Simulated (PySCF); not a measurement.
# C4H12Si2Sn (Sn(vinyl)2(SiH3)2): the cost of one run

Programs: PySCF 2.14.0, with routines of our own; each step states its level. All values are computed. Atoms count from 0.

### 1 The starting structure

19 atoms, charge 0, multiplicity 1; geometry from: GFN2-xTB.

### 2 Optimising the geometry at PBE0-D3(BJ)/def2-SVP

What the job is given:

```
{"job": {"xc": "PBE0", "basis": "def2-SVP", "d3": "d3bj", "grid": 1, "maxiter": 30, "shake": 0.03, "kind": "geom"}, "charge": 0, "multiplicity": 1}
Sn    -0.399760    -0.021730    -0.247080
C     -0.236270     0.005710     1.900440
C      0.606640    -0.733600     2.513520
H     -0.771700     0.654840     2.488780
H      1.340320    -1.395700     1.982290
H      0.752220    -0.709380     3.609260
C      1.624110     0.118270    -0.964530
C      2.684690     0.501270    -0.256600
H      1.755970    -0.113310    -1.947440
H      2.536070     0.742610     0.829040
H      3.612350     0.519150    -0.622020
Si    -1.520420     2.253160    -1.003290
H     -1.730590     2.255680    -2.507880
H     -0.790240     3.416720    -0.616850
H     -2.895850     2.366330    -0.476010
Si    -1.489890    -2.119340    -1.013440
H     -0.652840    -3.270300    -0.676550
H     -1.669880    -2.123010    -2.470310
H     -2.817690    -2.353920    -0.436720
```

Launch:

```bash
$ OMP_NUM_THREADS=1 python heavy_run.py task.json out
```

The driver reads the jobs from task.json and runs them one after another.

**Question.** How long does this first job take on 1 thread of AMD EPYC 7B13, shared host, and how much memory does it need?

About 2.8 min, with a peak of 0.78 GiB.
